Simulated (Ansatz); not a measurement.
# AlClFH₂N: how energies converge with the basis set

Aim: see how fast density functionals and correlated methods converge with the basis set for AlClFH₂N.

Computed with Ansatz 0.2.0, Gaussian basis. Level: one geometry, several basis sets.

Plan: PBE0-D4/def2-SVP; ωB97M-V/def2-SVP; PBE0-D4/def2-QZVPP; ωB97M-V/def2-QZVPP; CCSD(T)/cc-pV(D+d)Z; CCSD(T)/cc-pV(T+d)Z; CCSD(T)/cc-pV(Q+d)Z; the functionals' def2-TZVPP values are taken from earlier runs.

**1. The relaxed structure**

An earlier PBE0-D4 in a triple-zeta def2 set relaxation fixed the geometry.

SMILES `[NH2][Al]([F])[Cl]`, 6 atoms, charge 0, spin multiplicity 1.

Atoms are counted from 1 here; the program's logs count them from 0.

Bond lengths: N1–Al2 1.746 Å, N1–H5 1.006 Å, N1–H6 1.006 Å, Al2–F3 1.641 Å, Al2–Cl4 2.079 Å. Angles: Al2–N1–H5 124.6°, Al2–N1–H6 124.3°, H5–N1–H6 111.1°, N1–Al2–F3 119.8°, N1–Al2–Cl4 121.2°, F3–Al2–Cl4 119.0°.

Coordinates:

```mol
AlClFH2N
  3D, bonds by distance, orders not assigned

  6  5  0  0  0  0  0  0  0  0999 V2000
   -0.1123    0.9826   -0.0258 N   0  0
    0.1525   -0.7391    0.0923 Al  0  0
    1.0418   -1.3455    1.3311 F   0  0
   -0.6411   -2.0494   -1.3136 Cl  0  0
    0.2463    1.6615    0.6248 H   0  0
   -0.6451    1.4260   -0.7549 H   0  0
  1  2  8  0
  2  3  8  0
  2  4  8  0
  1  5  8  0
  1  6  8  0
M  END
```

**2. PBE0-D4 in def2-SVP**

Input file in.yaml:

```yaml
crystal:
  periodic: [false, false, false]
  atoms:
    - {symbol: N, position_ang: [-0.112271, 0.982553, -0.025794]}
    - {symbol: Al, position_ang: [0.152507, -0.739085, 0.092268]}
    - {symbol: F, position_ang: [1.041755, -1.345498, 1.331111]}
    - {symbol: Cl, position_ang: [-0.641135, -2.049374, -1.313605]}
    - {symbol: H, position_ang: [0.246294, 1.661487, 0.624758]}
    - {symbol: H, position_ang: [-0.645149, 1.426016, -0.754937]}
basis:
  gaussian: {orbitals: def2-SVP}
hamiltonian: {xc: pbe0, dispersion: d4}
output: {orbitals: {seedname: orbitals}}
```

Run with:

```sh
$ ansatz run in.yaml --threads 2 --pin off --events-out ev --progress --plain --max-ram 32768MiB --backend cpu
```

Further steps of the session: ωB97M-V in def2-SVP; PBE0-D4 in def2-QZVPP; ωB97M-V in def2-QZVPP; CCSD(T) in cc-pV(D+d)Z; CCSD(T) in cc-pV(T+d)Z; CCSD(T) in cc-pV(Q+d)Z.

Before running them: what should the planned runs give, taken together? Wanted: MP2 correlation recovered, cc-pV(D+d)Z; MP2 correlation recovered, cc-pV(T+d)Z; MP2 correlation recovered, cc-pV(Q+d)Z; CCSD(T) limit from def2 sets; PBE0-D4: double and triple zeta above quadruple; ωB97M-V: double and triple zeta above quadruple.

**Answer**, as computed:

```
                                                                 quantity           value
                                   MP2 correlation recovered, cc-pV(D+d)Z          66.2 %
                                   MP2 correlation recovered, cc-pV(T+d)Z          86.8 %
                                   MP2 correlation recovered, cc-pV(Q+d)Z          94.5 %
CCSD(T) limit from def2 sets (earlier runs) less the limit of this series         -72 meV
                          PBE0-D4: double and triple zeta above quadruple  12.93, 0.85 eV
                          ωB97M-V: double and triple zeta above quadruple  12.95, 0.80 eV
```

**Reading.** PBE0-D4 gains 12.09 eV from double to triple zeta, then 0.85 eV more. In cc-pV(D+d)Z MP2 holds 66 % of its limit, in cc-pV(Q+d)Z 95 %, while Hartree-Fock is within 0.176 eV in the largest set. A limit from the def2 sets, made apart, differs by 72 meV, a least measure of the doubt on such a limit. These are total energies; as a rule much of such shifts cancels in differences, which this series doesn't test. The LUMO of ωB97M-V is positive and keeps falling with the basis (1.28 to 0.60 eV): an unbound level that the basis holds in place.
